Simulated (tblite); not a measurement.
# C6H9NSSi2: the cost of one run

Programs: tblite 0.8.0 and PySCF 2.14.0, with density-fitted response routines of our own. Each step states its level of theory. These are calculated values for one molecule in the gas phase, unless marked as measured. Atoms count from 0, in the outputs and in this text.

## (1) Starting geometry

19 atoms, charge 0, multiplicity 1; geometry from: force field or distance geometry start.

Bonds of the start (Å): C0–C1 1.22, C1–Si2 1.83, Si2–C3 1.83, C3–N4 1.16, Si2–C5 1.84, C5–C6 1.49, C6–C7 1.53, C7–S8 1.83, S8–Si9 2.17, Si9–C5 1.90, C0–H10 1.05, Si2–H11 1.45, C5–H12 1.11, C6–H13 1.11, C6–H14 1.11, C7–H15 1.09, C7–H16 1.10, Si9–H17 1.45, Si9–H18 1.45.

## (2) Geometry optimisation with GFN2-xTB

The job: settings as JSON, then the geometry in Å.

```
{"job": {"kind": "relax", "xc": "GFN2-xTB", "basis": "xTB"}, "charge": 0, "multiplicity": 1}
C      3.249200    -0.742800    -1.619900
C      2.518400    -0.493900    -0.679000
Si     1.449200    -0.109400     0.752100
C      2.126500     1.354300     1.622700
N      2.546900     2.271200     2.191200
C     -0.276400     0.293600     0.263300
C     -0.811500    -0.391500    -0.952400
C     -2.128700     0.308800    -1.295800
S     -3.204100    -0.007200     0.152600
Si    -1.562900    -0.225700     1.556500
H      3.856700    -0.965200    -2.452400
H      1.480800    -1.238500     1.667000
H     -0.413700     1.393900     0.185800
H     -0.112800    -0.401100    -1.809100
H     -1.127500    -1.408700    -0.626500
H     -2.608600    -0.140700    -2.167100
H     -1.931500     1.385100    -1.399500
H     -1.633600     0.734200     2.644900
H     -1.426300    -1.607200     1.958200
```

Started as:

```
$ OMP_NUM_THREADS=1 python probes_run.py task.json out
```

The driver reads the jobs from task.json and runs them one after another.

Q: Estimate the wall time and peak memory of this first job on 1 thread of Arm Neoverse N1, shared host.

About 2.9 s, with a peak of 0.18 GiB.
